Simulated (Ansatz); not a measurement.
# Ag: a tetragonal deformation path

The task here is to estimate one member of a computed series from the others.

Computed with Ansatz 0.2.0 (DFT PBEsol, scalar-relativistic, plane waves, PAW, unless a step's input says otherwise).

## The starting structure

Symmetry: Im-3m, No. 229, cubic system. Conventional cell: a = 3.311 Å, b = 3.311 Å, c = 3.311 Å, α = 90.00°, β = 90.00°, γ = 90.00°. Ag (site symmetry m-3m) is surrounded by 8 Ag at 2.87 Å.

Structure file:

```
Ag
1.0
    -1.65565    1.65565    1.65565
     1.65565   -1.65565    1.65565
     1.65565    1.65565   -1.65565
Ag
1
Direct
  0.00000 0.00000 0.00000
```

It goes back to an entry of the Materials Project, which need not be the stable form.

No relaxation comes first: the listed cell is the starting point.

## Zero of energy

Reference values: F = -7522.1761 eV; pressure -7.22 GPa; largest force 0.000 eV/Å; gap on the mesh none (metal). It was computed beforehand with the settings of the runs below.

The first run:

At fixed volume and fractional coordinates, lengths along (0.000, 0.000, 1.000) are scaled against those across it; ρ is that ratio over its starting value.

Contents of input.yaml:

```yaml
crystal:
  lattice:
    - [-1.8585023365, 1.8585023365, 1.3139611519]
    - [1.8585023365, -1.8585023365, 1.3139611519]
    - [1.8585023365, 1.8585023365, -1.3139611519]
  atoms:
    - { symbol: Ag, position: [0.0, 0.0, 0.0] }
basis:
  ecutwfc: 420
kpoints:
  mp_grid: { grid: [22, 22, 22] }
hamiltonian:
  xc: pbesol
scf:
  occupations: { method: gaussian, width: 0.15 }
output:
  forces: true
  stress: true
  eigenvalues: true
```

Launch:

```
$ ansatz run input.yaml --threads 1 --pin off --max-ram 2560MiB --backend cpu --events-out ev --progress --plain --runs-dir out
```

Steps of the session up to this table: At ρ = 0.707; Point ρ = 1.414; At ρ = 0.850; ρ = 1.200; ρ = 0.780; Point ρ = 1.300; Point ρ = 0.920; Point ρ = 1.100; At ρ = 0.650; At ρ = 1.500; ρ = 0.960; At ρ = 1.050.

One table of the session follows, with a row left open; its other results are not shown here.

The scan, with free energies counted from the undisturbed cell:

| ρ | ΔE (meV/atom) | pressure (GPa) |
| --- | --- | --- |
| 0.650 | 288.6 | 3.5 |
| 0.707 | 104.5 | -2.4 |
| 0.780 | 16.3 | -5.9 |
| 0.850 | -3.3 | -7.0 |
| 0.920 | -2.8 | -7.2 |
| 0.960 | ? | ? |
| 1.000 | 0.0 | -7.2 |
| 1.050 | -1.2 | -7.3 |
| 1.100 | -4.8 | -7.4 |
| 1.200 | -15.6 | -7.6 |
| 1.300 | -26.8 | -7.8 |
| 1.414 | -33.6 | -8.0 |
| 1.500 | -28.7 | -7.9 |

**Question.** Estimate the row for ρ = 0.960.

Worked estimate for «ΔE (meV/atom)». A straight line through the neighbours (0.920, -2.8) and (1.000, 0.0) gives -2.8 + (0.0 + 2.8) × (0.960 − 0.920) / (1.000 − 0.920) = -1.4; a parabola fitted to 4 rows on both sides gives -1.4.

As computed: ΔE (meV/atom): -1.0; pressure (GPa): -7.3. In «ΔE (meV/atom)» the line misses by -0.4 and the parabola by -0.4.
